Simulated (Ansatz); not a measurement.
# CHClInNO (SMILES O=C=[N][InH][Cl]) at BCCD(T)/def2-SVP (core potential)

What is the energy change on altering one bond length of CHClInNO at BCCD(T)/def2-SVP (core potential)? 

The calculation is run with Ansatz 0.2.0.

147 further runs of the same task are left out: 6 that didn't finish, 141 set aside as unsound or not needed. Runs told in other sessions of the task aren't counted.

## 1. The molecule

CHClInNO has 6 atoms, charge 0, and is taken as a singlet. SMILES: `O=C=[N][InH][Cl]`. Geometry: relaxed at PBE0-D4/def2-TZVP. This is one conformer, not always the lowest.

Bond lengths: O1–C2 1.166 Å, C2–N3 1.205 Å, N3–In4 2.019 Å, In4–Cl5 2.315 Å, In4–H6 1.687 Å. Angles: O1–C2–N3 176.3°, C2–N3–In4 136.4°, N3–In4–Cl5 111.3°, N3–In4–H6 123.4°, Cl5–In4–H6 125.3°.

## 2. The energy at BCCD(T)/def2-SVP (core potential)

The input, input.yaml:

```yaml
crystal:
  periodic: [false, false, false]
  atoms:
    - {symbol: O, position_ang: [1.628000, -2.320400, 0.058100]}
    - {symbol: C, position_ang: [0.896600, -1.470900, 0.379300]}
    - {symbol: N, position_ang: [0.136700, -0.626900, 0.782100]}
    - {symbol: In, position_ang: [-0.744200, 1.027900, 0.031300]}
    - {symbol: Cl, position_ang: [-0.127000, 1.382000, -2.172000]}
    - {symbol: H, position_ang: [-1.790100, 2.008300, 0.921200]}
basis:
  gaussian:
    orbitals: def2-SVP
correlation:
  method: bccd_t
  frozen_orbitals: {C: 1, Cl: 5, H: 0, In: 4, "N": 1, O: 1}
accuracy: high
scf:
  omitted_lower_state_checks: [cluster_reference, increment]
```

Run with:

```
$ ansatz run input.yaml --threads 1 --pin off --max-ram 3480MiB --events-out events.jsonl --progress --plain --runs-dir runs
```

Log, cut to the lines that bear on the results:

```text
Warning: RAYON_NUM_THREADS=1 ignored (pool sized by the plan → 1); use --threads N
Functional definition: HF
  name "HF"
[...]
2019 factors; integrals over basis functions are off by at most 7.1e-9 eV
[...]
mean field -22211.88907792 eV, -816.2718678545 hartree, gradient 2.4e-8 eV, S^2 0.000000; 0 other end points of the search recorded, 0 dependent functions left out
12 core orbitals not correlated: weight in the atoms' cores, before any rotation towards them, 1.000 or more for the frozen orbitals, at most 0.000 for the correlated occupied ones
reference -22211.88907792 eV, -816.2718678545 hartree; 18, 18 occupied and 61, 61 virtual orbitals, 2019 factors
second order -18.20346271 eV of doubles, -0.00000000 eV of singles
cycle   1  -18.00655346 eV  change    2.0e-1 eV  update   1.3e-1
[...]
cycle  21  -18.66844109 eV  change    1.2e-9 eV  update   4.2e-9
perturbative correction -0.75674149 eV, -0.0278097368 hartree
Total energy: -22231.31426051 eV, -816.9857301476 hartree
Checks for a lower state left out: cluster_reference, increment
```

It took 51 s on 1 thread of Arm Neoverse V1, shared host; peak memory 0.75 GiB.

## 3. The distorted shape at the same level

The input, input.yaml:

```yaml
crystal:
  periodic: [false, false, false]
  atoms:
    - {symbol: O, position_ang: [1.941769, -2.614519, -0.208869]}
    - {symbol: C, position_ang: [1.210369, -1.765019, 0.112331]}
    - {symbol: "N", position_ang: [0.450469, -0.921019, 0.515131]}
    - {symbol: In, position_ang: [-0.430431, 0.733781, -0.235669]}
    - {symbol: Cl, position_ang: [0.186769, 1.087881, -2.438969]}
    - {symbol: H, position_ang: [-1.790100, 2.008300, 0.921200]}
basis:
  gaussian: {orbitals: def2-SVP}
scf: {omitted_lower_state_checks: [cluster_reference, increment]}
accuracy: high
correlation: {method: bccd_t, frozen_orbitals: {C: 1, Cl: 5, H: 0, In: 4, "N": 1, O: 1}}
```

Run with:

```
$ ansatz run input.yaml --threads 1 --pin off --max-ram 3480MiB --events-out events.jsonl --progress --plain --runs-dir runs
```

Log, cut to the lines that bear on the results:

```text
Warning: RAYON_NUM_THREADS=1 ignored (pool sized by the plan → 1); use --threads N
Functional definition: HF
  name "HF"
[...]
2011 factors; integrals over basis functions are off by at most 7.7e-9 eV
[...]
mean field -22210.89070237 eV, -816.2351782296 hartree, gradient 2.6e-8 eV, S^2 0.000000; 0 other end points of the search recorded, 0 dependent functions left out
12 core orbitals not correlated: weight in the atoms' cores, before any rotation towards them, 1.000 or more for the frozen orbitals, at most 0.000 for the correlated occupied ones
reference -22210.89070237 eV, -816.2351782296 hartree; 18, 18 occupied and 61, 61 virtual orbitals, 2011 factors
second order -18.23999200 eV of doubles, -0.00000000 eV of singles
cycle   1  -18.06171198 eV  change    1.8e-1 eV  update   1.4e-1
[...]
cycle  23  -18.78673033 eV  change    2.1e-9 eV  update   2.9e-9
perturbative correction -0.77922158 eV, -0.0286358649 hartree
Total energy: -22230.45665428 eV, -816.9542137001 hartree
Checks for a lower state left out: cluster_reference, increment
```

Run time: 53 s. Hardware: 1 thread of Arm Neoverse V1, shared host; peak memory 0.75 GiB.

## 4. Summary of results

Level: BCCD(T)/def2-SVP (core potential), 12 core orbitals frozen.

```
                                                          quantity          value
                                         first shape: total energy  -816.98573 Eh
         first shape: correlation energy (12 core orbitals frozen)     -713.9 mEh
                                       first shape: (T) correction     -27.81 mEh
                                     distorted shape: total energy  -816.95421 Eh
     distorted shape: correlation energy (12 core orbitals frozen)     -719.0 mEh
                                   distorted shape: (T) correction     -28.64 mEh
energy change with the In4–H6 bond stretched from 1.687 to 2.194 Å       0.858 eV
```

What this shows: With the In4–H6 bond stretched from 1.687 to 2.194 Å the energy rises by 0.86 eV (19.8 kcal/mol). The first shape isn't relaxed at this level, so the change isn't measured from a minimum. The triples (first shape) make up 3.9 % of the correlation energy. The triples (distorted shape) make up 4.0 % of the correlation energy.
